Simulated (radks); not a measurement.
**Hf in [Kr] 4d10 4f14 5s2 5p5.75 5d2 6s2 6d0.25: an all-electron calculation**

What are the levels of neutral hafnium, how large are its shells, and how does its energy divide?

Method: Dirac Kohn-Sham, PBE, spin-unpolarised, spherical densities, finite nucleus; open shells are shared between the two j in proportion to 2j + 1. Code: radks (a radial shooting solver on a logarithmic mesh, Libxc functionals) version 1.

## Step 1: What is computed

| Quantity | Value |
| --- | --- |
| element | hafnium (Z = 72) |
| charge | 0 |
| electrons | 72 |
| configuration | [Kr] 4d10 4f14 5s2 5p5.75 5d2 6s2 6d0.25 |
| nuclear rms radius | 5.347 fm |

## Step 2: Self-consistent calculation

Settings of this run:

```text
Z 72
configuration [Kr] 4d10 4f14 5s2 5p5.75 5d2 6s2 6d0.25 6p0 7s0 5f0 7d0
relativity Dirac
functional pbe,pbe
spin unpolarised
j_filling average
nucleus finite rms 5.347 fm
c 137.035999084
```

What does the calculation give?

The runs gave:

```
                        quantity                   value
                    total energy     -15095.2716 hartree
exchange-correlation share of it                  2.05 %
                            −T/E                  1.1182
          highest occupied level        6d5/2, -0.277 eV
    most extended occupied level  6d5/2, <r> = 22.1 bohr
 radius at density 0.001 e/bohr³               4.87 bohr
    maxima of the radial density                       5
```

What this shows: 6 principal shells are occupied and 5 maxima appear in the radial density; where shells overlap, one shows as a shoulder or not at all. −T/E is 1.118: with relativity the kinetic term as defined here no longer equals −E. This is not the tabulated ground configuration, so its levels and sizes aren't those of the ground state, and no measured value stands beside it.
